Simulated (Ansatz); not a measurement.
**H2: atomisation energy in Python**

How much energy holds H2 together? A script is to give an atomisation energy; the system is H2.

All numbers are computed with the Python package of Ansatz 0.2.0. Level of theory: CCSD(T)/def2-TZVPP.

### 1 The structure

Bond lengths: H1–H2 0.708 Å.

Input file h2.xyz:

```xyz
2

H     0.35400    0.00000    0.00000
H    -0.35400    0.00000    0.00000
```

### 2 The code

File tae.py:

```python
"""Energy to split H2 into its atoms."""

from collections import Counter
import logging
import sys

import ansatz as az

logging.basicConfig(stream=sys.stdout, format="[%(levelname)s] %(message)s")
log = logging.getLogger("ansatz_job")
log.setLevel(logging.INFO)


def single_point(molecule, charge=0, unpaired=0):
    calc = (
        molecule.calculation()
        .basis(gaussian="def2-TZVPP")
        .correlation("CCSD(T)")
    )
    if charge:
        calc = calc.charge(charge)
    if unpaired:
        calc = calc.spin("collinear", total=unpaired)
    return calc.run(threads=1).report["free_energy_ev"]

h2 = az.Crystal.molecule_from_extxyz("h2.xyz")

# Hund ground states
unpaired = {"H": 1}
counts = Counter(site.symbol for site in h2.cartesian_sites)
atom_energy = {s: single_point(az.Crystal.molecule().atom(s, (0, 0, 0)), 0, unpaired[s]) for s in counts}
whole = single_point(h2, 0, 0)
for s, e in atom_energy.items():
    log.info(f"{s:2s} x{counts[s]}  {e:14.5f} eV")
log.info(f"H2: {whole:.5f} eV")
split = sum(counts[s] * e for s, e in atom_energy.items()) - whole
log.info(f"atomisation energy (no zero-point term): {23.060548 * split:.1f} kcal/mol, {split / sum(counts.values()):.3f} eV an atom")
```

### 3 The run

Launch:

```sh
> python tae.py
```

**Question.** What does it cost to take this molecule apart into atoms?

**Answer**, as computed:

| quantity | value |
| --- | --- |
| atomisation energy, no zero point | 107.8 kcal/mol |
| runs compared | 2 |

Zero-point motion and spin-orbit terms of the atoms are left out, and both would lower it. 107.8 kcal/mol from the electronic energies, without the zero-point term. The geometry is a force-field or estimated start, not a minimum of this method, and the basis set is short of its limit. All parts are taken at fixed geometry, without zero-point energy.
